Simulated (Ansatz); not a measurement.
# BeBH (triplet): wave-function methods side by side at distance B1–Be2 = 2.460 Å, cc-pVDZ

How much of the correlation energy of BeBH (triplet) does each wave-function method recover here?

Program: Ansatz 0.2.0, Gaussian basis. Level of theory: cc-pVDZ, core rule «outside noble gas», up to 2 orbitals frozen. These are calculated values, not measurements.

To be run: UHF; CCSD(T) on ROHF; CCSD(T) on UHF; BCCD(T) on ROHF; CISD; CCSDT(Q) on ROHF; CCSDT(Q) on UHF; CASSCF and MRCISD+Q, 4 electrons in 4 orbitals; CASSCF and NEVPT2, 4 electrons in 4 orbitals; CASSCF and MRCISD+Q, 6 electrons in 9 orbitals; CASSCF and NEVPT2, 6 electrons in 9 orbitals; Full CI.

23 further runs of the same task are left out: 10 for a known fault of the program, 11 that didn't finish, 2 set aside as unsound or not needed.

## 1. What is computed

The geometry derives from a PBE0/def2-TZVP stationary point (not a proven minimum). One bond is set to the value named and the two fragments are kept rigid.

3 atoms, charge 0, spin multiplicity 3.

Atoms are counted from 1 here; the program's logs count them from 0.

Bond lengths: B1–H3 1.189 Å.

Geometry (Å):

```csv
atom,x (Å),y (Å),z (Å)
B1,0.00000,0.00000,0.42353
Be2,0.00000,0.00000,-2.03647
H3,0.00000,0.00000,1.61293
```

## 2. UHF

File in.yaml:

```yaml
crystal:
  periodic: [false, false, false]
  atoms:
    - {symbol: B, position_ang: [0.000000, 0.000000, 0.423535]}
    - {symbol: Be, position_ang: [0.000000, 0.000000, -2.036465]}
    - {symbol: H, position_ang: [0.000000, 0.000000, 1.612930]}
basis:
  gaussian: {orbitals: cc-pVDZ}
magnetization: {spin_polarized: true, initial_magnetization: 2}
hamiltonian: {xc: hf}
output: {orbitals: {seedname: orbitals}}
```

The run is started by

```
$ ansatz run in.yaml --threads 1 --pin off --events-out ev --progress --plain --max-ram 2393MiB
```

After this run come: CCSD(T) on ROHF; CCSD(T) on UHF; BCCD(T) on ROHF; CISD; CCSDT(Q) on ROHF; CCSDT(Q) on UHF; CASSCF and MRCISD+Q, 4 electrons in 4 orbitals; CASSCF and NEVPT2, 4 electrons in 4 orbitals; CASSCF and MRCISD+Q, 6 electrons in 9 orbitals; CASSCF and NEVPT2, 6 electrons in 9 orbitals; Full CI.

Q: Predict the results of all the runs planned. Wanted: FCI below the RHF energy; RMP2 from FCI; UMP2 from FCI; RCCSD from FCI; RCCSD(T) from FCI; UCCSD(T) from FCI; RCCSDT(Q) from FCI; UCCSDT(Q) from FCI; NEVPT2 pair from FCI.

The runs gave:

| quantity | value |
| --- | --- |
| FCI below the RHF energy | -3.1439 eV |
| RMP2 from FCI | +20.75 kcal/mol |
| UMP2 from FCI | +21.43 kcal/mol |
| RCCSD from FCI | +3.56 kcal/mol |
| RCCSD(T) from FCI | +1.14 kcal/mol |
| UCCSD(T) from FCI | +1.10 kcal/mol |
| RCCSDT(Q) from FCI | +0.04 kcal/mol |
| UCCSDT(Q) from FCI | +0.02 kcal/mol |
| NEVPT2 pair from FCI | +19.32 kcal/mol |
| NEVPT2 valence from FCI | +9.41 kcal/mol |
| MRCISD+Q valence from FCI | +0.19 kcal/mol |
| levels within 1 kcal/mol (43 meV) | RCCSDT, UCCSDT, RCCSDT(Q), UCCSDT(Q), MRCISD+Q valence |
| T1 diagnostic | 0.048 |
| effectively unpaired electrons | 2.08 |

What this shows: RCCSD(T) lands +1.14 kcal/mol from the yardstick (1.6 % of the correlation energy). The occupations are near whole numbers, but T1 = 0.048 shows that the orbitals relax strongly. Of the multireference levels listed MRCISD+Q valence comes nearest in total energy (+0.19 kcal/mol), which doesn't show that its space is the better one. These misses are within one basis, not against nature; the frozen cores of restricted and unrestricted runs differ, which can shift their rows.
